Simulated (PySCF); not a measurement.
# C₆H₄N₂: geometry, NMR shifts

What NMR shifts should C₆H₄N₂ (`N#Cc1cccnc1`) show?

Computed with PySCF 2.14.0, with density-fitted response routines of our own, on a single molecule in the gas phase. Atoms count from 0, in the outputs and in this text.

## Step 1: The starting structure

12 atoms, charge 0, multiplicity 1; geometry from: GFN2-xTB.

Bonds of the start (Å): N0–C1 1.15, C1–C2 1.41, C2–C3 1.40, C3–C4 1.38, C4–C5 1.39, C5–N6 1.32, N6–C7 1.32, C7–C2 1.40, C3–H8 1.08, C4–H9 1.08, C5–H10 1.08, C7–H11 1.08.

## Step 2: Relaxing the molecule at PBE0-D3(BJ)/def2-SVP

Job settings and geometry (Å):

```
{"job": {"xc": "PBE0", "basis": "def2-SVP", "d3": "d3bj", "grid": 1, "kind": "geom"}, "charge": 0, "multiplicity": 1}
N      3.380711     0.874300    -0.078649
C      2.281587     0.550474    -0.052972
C      0.928420     0.145821    -0.021804
C     -0.105886     1.083560    -0.003737
C     -1.409505     0.623251     0.025377
C     -1.627544    -0.748418     0.035523
N     -0.651315    -1.640809     0.018268
C      0.592813    -1.212811    -0.009760
H      0.118260     2.140477    -0.012318
H     -2.239545     1.311777     0.039489
H     -2.629466    -1.155332     0.058592
H      1.362668    -1.972975    -0.024036
```

**Question.** This job is followed by: GIAO PBE0/pcSseg-0 NMR shielding, non-relativistic, gas phase. Predict these results of the whole session: point group; rotational constants (main isotopes); 13C shifts against TMS (PBE0/pcSseg-0); 1H shifts against TMS (PBE0/pcSseg-0); 15N shifts against NH3 (PBE0/pcSseg-0).

As calculated:

| quantity | value |
| --- | --- |
| point group | Cs |
| rotational constants (main isotopes) | 5.85, 1.57, 1.24 GHz |
| 13C shifts against TMS (PBE0/pcSseg-0) | 167.9, 165.6, 150.6, 135.1, 133.0, 120.4 ppm |
| 1H shifts against TMS (PBE0/pcSseg-0) | 9.51, 9.32, 7.92, 7.42 ppm |
| 15N shifts against NH3 (PBE0/pcSseg-0) | 390.1, 337.7 ppm |

The optimisation took 2 steps and gained 0.041 eV; among the close pairs (by a distance rule), C1–C2 changed most, from 1.413 to 1.430 Å. No frequency check was run at this level, so the end point may be a saddle. At PBE0/pcSseg-0: The largest span, 854 ppm, is at N6, where the paramagnetic term is -465 ppm.
